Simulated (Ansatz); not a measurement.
**PdCl (CsCl type): how the settings move a relaxation**

How sensitive is a relaxation of PdCl (CsCl type) to its settings? A reference run comes first, then one run with altered input.

Method: reference: DFT, PBE, PAW with Ansatz's default frozen-core files, scalar-relativistic, in Ansatz 0.2.0.

2 further runs of the same task are left out: 2 set aside as unsound or not needed. Runs told in other sessions of the task aren't counted.

### 1 The structure to begin with

It takes space group Pm-3m (No. 221, cubic). The conventional cell has a = 2.714 Å, b = 2.714 Å, c = 2.714 Å, α = 90.00°, β = 90.00°, γ = 90.00°. Around Pd (site symmetry m-3m) lie 8 Cl at 2.35 Å. Around Cl (site symmetry m-3m) lie 8 Pd at 2.35 Å.

As a file:

```
CELL_PARAMETERS angstrom
2.71442 0.00000 0.00000
0.00000 2.71442 0.00000
0.00000 0.00000 2.71442
ATOMIC_POSITIONS crystal
Pd 0.00000 0.00000 0.00000
Cl 0.50000 0.50000 0.50000
```

### 2 The reference run

The input, input.yaml:

```yaml
crystal:
  lattice:
    - [2.7144176166, 0.0, 0.0]
    - [0.0, 2.7144176166, 0.0]
    - [0.0, 0.0, 2.7144176166]
  atoms:
    - { symbol: Pd, position: [0.0, 0.0, 0.0] }
    - { symbol: Cl, position: [0.5, 0.5, 0.5] }
kpoints:
  mp_grid: { grid: [15, 15, 15] }
scf:
  occupations: { method: fermi_dirac, width: 0.08 }
hamiltonian:
  xc: pbe
  pseudopotentials: { kind: paw }
output:
  forces: true
  stress: true
  write_density: true
  write_potential: true
  elf: true
  volumetric_format: npy
relax:
  f_tol: 0.005
  max_steps: 40
  cell: {}
```

Run with:

```console
$ ansatz run input.yaml --threads 1 --pin off --max-ram 2048MiB --backend cpu --events-out ev --progress --plain --runs-dir out
```

### 3 Variant: dr2_threshold 1.0e-09

input.yaml, as its differences from that of step 2:

```diff
@@ -12,2 +12,3 @@
   occupations: { method: fermi_dirac, width: 0.08 }
+  convergence: { dr2_threshold: 1.0e-09 }
 hamiltonian:
@@ -18,6 +19,2 @@
   stress: true
-  write_density: true
-  write_potential: true
-  elf: true
-  volumetric_format: npy
 relax:
```

**Question.** What will these runs give? Wanted: for each run, ending; energy change; pressure; gap; force.

The runs gave:

```csv
run,ending,energy change,pressure (GPa),gap (eV),force (eV/Å),cycles,time
reference,converged,0,0.0,0.00,0.00,88,20 s
1: dr2_threshold 1.0e-09,converged,0.0 meV/atom,0.0,0.00,0.00,91,19 s
```

Times don't compare one to one where runs were asked for different outputs or read a saved state (see the inputs); cycles may leave out searches for a lower state.

**Reading.** Same state: the changed convergence setting leaves the energy within 0.5 meV/atom.
